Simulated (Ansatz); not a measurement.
# O: the cost of one run

Program: Ansatz 0.2.0. Level of theory: DFT PBEsol, scalar-relativistic. These are calculated values, not measurements.

2 further runs of the same task are left out: 2 set aside as unsound or not needed.

### 1 The starting structure

It takes space group R-3m (No. 166, trigonal). Conventional cell: a = 2.847 Å, b = 2.847 Å, c = 10.225 Å, α = 90.00°, β = 90.00°, γ = 120.00°. O (site symmetry 3m) has 1 O at 1.18 Å as nearest neighbours.

Structure file:

```xyz
2
Lattice="1.4233 0.8218 3.4083 -1.4233 0.8218 3.4083 0.0000 -1.6435 3.4083" Properties=species:S:1:pos:R:3 pbc="T T T"
O     0.0000    0.0000    0.5900
O     0.0000    0.0000    9.6349
```

Atoms are numbered in the order of the input: O1, O2.

### 2 After the deformation

Space group R-3m before, R-3m after.

### 3 Full-potential LAPW

The input, input.yaml:

```yaml
crystal:
  lattice:
    - [1.3948820417, 0.8053355222, 3.4083]
    - [-1.3948820417, 0.8053355222, 3.4083]
    - [0.0, -1.6106710445, 3.4083]
  atoms:
    - { symbol: O, position: [0.0577, 0.0577, 0.0577] }
    - { symbol: O, position: [0.9423, 0.9423, 0.9423] }
kpoints:
  mp_grid: { grid: [10, 10, 10] }
  band_path:
    path:
      - [0.0, 0.0, 0.0]
      - [0.5, 0.5, 0.5]
      - [0.7961124374, 0.2038875626, 0.5]
      - [0.5, -0.2038875626, 0.2038875626]
      - [0.5, 0.0, 0.0]
      - [0.0, 0.0, 0.0]
      - [0.3519437813, -0.3519437813, 0.0]
      - [0.6480562187, 0.0, 0.3519437813]
      - [0.5, 0.0, 0.5]
    npoints: 5
scf:
  occupations: { method: fermi_dirac, width: 0.02 }
hamiltonian:
  xc: pbesol
  pseudopotentials: { kind: all_electron, lapw: { basis_error: 0.0005 } }
output:
  forces: true
  stress: true
  eigenvalues: true
```

Started as:

```sh
$ ansatz run input.yaml --threads 1 --pin off --max-ram 3072MiB --backend cpu --events-out ev --progress --plain --runs-dir out
```

What time and memory should one allow on 1 thread of Intel Xeon Platinum 8488C (Sapphire Rapids), shared host?

About 57 s, with a peak of 0.65 GiB.
